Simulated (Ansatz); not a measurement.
# MnSe (F-43m): which electronic and magnetic state is lowest

The task here is to estimate one member of a computed series from the others.

Computed with Ansatz 0.2.0 (DFT PBEsol, scalar-relativistic, plane waves, PAW, unless a step's input says otherwise).

1 further run of the same task is left out (it didn't finish).

### The starting structure

It takes space group F-43m (No. 216, cubic). Conventional cell: a = 5.820 Å, b = 5.820 Å, c = 5.820 Å, α = 90.00°, β = 90.00°, γ = 90.00°. Mn (site symmetry -43m) is surrounded by 4 Se at 2.52 Å. Se (site symmetry -43m) has 4 Mn at 2.52 Å as nearest neighbours.

Structure file:

```
CELL_PARAMETERS angstrom
0.00000 2.91000 2.91000
2.91000 0.00000 2.91000
2.91000 2.91000 0.00000
ATOMIC_POSITIONS crystal
Mn 0.00000 0.00000 0.00000
Se 0.75000 0.75000 0.75000
```

The cell is the deposited one, not relaxed. An earlier run on this cell at PBEsol gave -0.03 GPa at 24.642 Å³/atom (10×10×10 mesh), no gap, moments in the atoms' spheres Mn 4.20; Se 0.09 μB.

Set-up of the first run:

Input file input.yaml:

```yaml
crystal:
  lattice:
    - [0.0, 2.9099991734, 2.9099991734]
    - [2.9099991734, 0.0, 2.9099991734]
    - [2.9099991734, 2.9099991734, 0.0]
  atoms:
    - { symbol: Mn, position: [0.0, 0.0, 0.0] }
    - { symbol: Se, position: [0.75, 0.75, 0.75] }
basis:
  ecutwfc: 420
  ecutrho_ratio: 4
kpoints:
  mp_grid: { grid: [10, 10, 10] }
hamiltonian:
  xc: pbesol
scf:
  occupations: { method: gaussian, width: 0.05 }
output:
  forces: true
  stress: true
  eigenvalues: true
```

Run with:

```
> ansatz run input.yaml --threads 4 --pin off --max-ram 9216MiB --backend cpu --events-out ev --progress --plain --runs-dir out
```

Among the steps run: No spin polarisation; Antiferromagnetic, doubled cell, propagation vector (0, 0, 1/2); Antiferromagnetic, doubled cell, propagation vector (0, 1/2, 1/2); Small parallel starting moments.

One of the session's tables, all rows but one given; the rest of the session is left out.

It belongs to the step «The magnetic starts side by side». 

```
                                                            start  from the base state (meV/atom)  pressure (GPa)
                                                    ferromagnetic                             0.0           -0.03
                                             no spin polarisation                           836.5          -18.32
  antiferromagnetic, doubled cell, propagation vector (0, 0, 1/2)                               ?               ?
antiferromagnetic, doubled cell, propagation vector (0, 1/2, 1/2)                          -127.1           -3.17
                                  small parallel starting moments                             0.0           -0.03
```

Q: Estimate the row for antiferromagnetic, doubled cell, propagation vector (0, 0, 1/2) from the others.

As computed: from the base state (meV/atom): -99.2; pressure (GPa): -2.44. In the column «from the base state (meV/atom)» it lies between antiferromagnetic, doubled cell, propagation vector (0, 1/2, 1/2) (-127.1) and ferromagnetic (0.0).

Propagation vectors are in units of the typed cell's reciprocal vectors.

Caveats from the session: Only a few orders and starts were tried, so a lower state isn't excluded.
